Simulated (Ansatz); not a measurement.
**C4H11BO: a ladder of functionals and wavefunction methods**

The task here is to estimate one member of a computed series from the others.

The runs use Ansatz 0.2.0, Gaussian basis; functionals in def2-TZVPP, the program's frozen cores in correlated methods.

The runs, in order: LDA (SPW92), PBE-D4, revPBE-D4, BLYP-D4, r2SCAN-D4, B97M-V, PBE0-D4, B3LYP-D4, r2SCANh-D4, r2SCAN0-D4, HSE06-D4, BHLYP-D4, CAM-B3LYP-D4, LC-ωPBE, ωB97X-V, ωB97M-V, B2PLYP, PBE-QIDH; CCSD(T)/def2-SVP; MP2/def2-TZVPP; MP2/def2-QZVPP; RPA on PBE.

### The relaxed structure

An earlier PBE0-D4 in a triple-zeta def2 set relaxation fixed the geometry.

SMILES `BOC(C)(C)C`, 17 atoms, charge 0, spin multiplicity 1.

Atoms are counted from 1 here; the program's logs count them from 0.

Bond lengths: B1–O2 1.337 Å, B1–H7 1.199 Å, B1–H8 1.200 Å, O2–C3 1.441 Å, C3–C4 1.517 Å, C3–C5 1.520 Å, C3–C6 1.520 Å, C4–H9 1.092 Å, C4–H10 1.092 Å, C4–H11 1.091 Å, C5–H12 1.092 Å, C5–H13 1.091 Å, C5–H14 1.092 Å, C6–H15 1.091 Å, C6–H16 1.092 Å, C6–H17 1.092 Å. Angles: O2–B1–H7 115.8°, O2–B1–H8 122.8°, H7–B1–H8 121.4°, B1–O2–C3 128.4°, O2–C3–C4 113.2°, O2–C3–C5 105.7°, O2–C3–C6 105.6°, C4–C3–C5 110.7°, C4–C3–C6 110.7°, C5–C3–C6 110.7°, C3–C4–H9 111.6°, C3–C4–H10 108.8°, C3–C4–H11 111.7°, H9–C4–H10 108.2°, H9–C4–H11 108.3°, H10–C4–H11 108.1°, C3–C5–H12 110.5°, C3–C5–H13 110.2° and more.

Set-up of the first run:

in.yaml reads:

```yaml
crystal:
  periodic: [false, false, false]
  atoms:
    - {symbol: B, position_ang: [-0.720823, -2.182194, 0.098995]}
    - {symbol: O, position_ang: [-0.324264, -1.065522, 0.717123]}
    - {symbol: C, position_ang: [0.067646, 0.191341, 0.132064]}
    - {symbol: C, position_ang: [-0.027401, 0.200500, -1.381828]}
    - {symbol: C, position_ang: [1.500565, 0.426313, 0.581487]}
    - {symbol: C, position_ang: [-0.862955, 1.231560, 0.733955]}
    - {symbol: H, position_ang: [-0.994306, -3.104931, 0.813843]}
    - {symbol: H, position_ang: [-0.803116, -2.270056, -1.094534]}
    - {symbol: H, position_ang: [-1.047222, 0.011826, -1.722174]}
    - {symbol: H, position_ang: [0.277006, 1.183266, -1.747618]}
    - {symbol: H, position_ang: [0.627477, -0.547557, -1.831997]}
    - {symbol: H, position_ang: [1.850542, 1.405960, 0.249669]}
    - {symbol: H, position_ang: [1.566275, 0.382180, 1.669906]}
    - {symbol: H, position_ang: [2.162004, -0.336286, 0.164652]}
    - {symbol: H, position_ang: [-0.816215, 1.193583, 1.823573]}
    - {symbol: H, position_ang: [-1.894232, 1.045782, 0.426278]}
    - {symbol: H, position_ang: [-0.579880, 2.234031, 0.406605]}
basis:
  gaussian: {orbitals: def2-TZVPP}
hamiltonian: {xc: lda}
output: {orbitals: {seedname: orbitals}}
```

On the command line:

```sh
ansatz run in.yaml --threads 4 --pin off --events-out ev --progress --plain --max-ram 11315MiB
```

Steps of the session up to this table: LDA; PBE-D4 (GGA); revPBE-D4 (GGA); BLYP-D4 (GGA); r2SCAN-D4 (meta-GGA); B97M-V (meta-GGA); PBE0-D4 (hybrid); B3LYP-D4 (hybrid); r2SCANh-D4 (hybrid); r2SCAN0-D4 (hybrid); HSE06-D4 (hybrid); BHLYP-D4 (hybrid); CAM-B3LYP-D4 (range-separated); LC-ωPBE (range-separated); ωB97X-V (range-separated); ωB97M-V (range-separated); B2PLYP (double hybrid); PBE-QIDH (double hybrid).

One table of the session follows, with a row left open; its other results are not shown here.

It belongs to the step «Orbital energies across the functionals». 

```
  functional  HOMO (eV)  gap (eV)
 LDA (SPW92)          ?         ?
      PBE-D4      -6.67      5.51
   revPBE-D4      -6.63      5.58
     BLYP-D4      -6.60      5.57
   r2SCAN-D4      -6.97      6.20
      B97M-V      -7.12      6.18
     PBE0-D4      -8.13      7.95
    B3LYP-D4      -7.93      7.50
  r2SCANh-D4      -7.51      7.08
  r2SCAN0-D4      -8.33      8.39
    HSE06-D4      -7.72      7.16
    BHLYP-D4      -9.56     10.31
CAM-B3LYP-D4      -9.59     10.43
     LC-ωPBE     -10.91     12.98
     ωB97X-V     -10.60     12.52
     ωB97M-V     -10.49     12.11
```

Q: Estimate the row for LDA (SPW92) from the others.

**Answer.** HOMO (eV): -6.74; gap (eV): 5.31. In the column «HOMO (eV)» it lies between r2SCAN-D4 (-6.97) and PBE-D4 (-6.67).
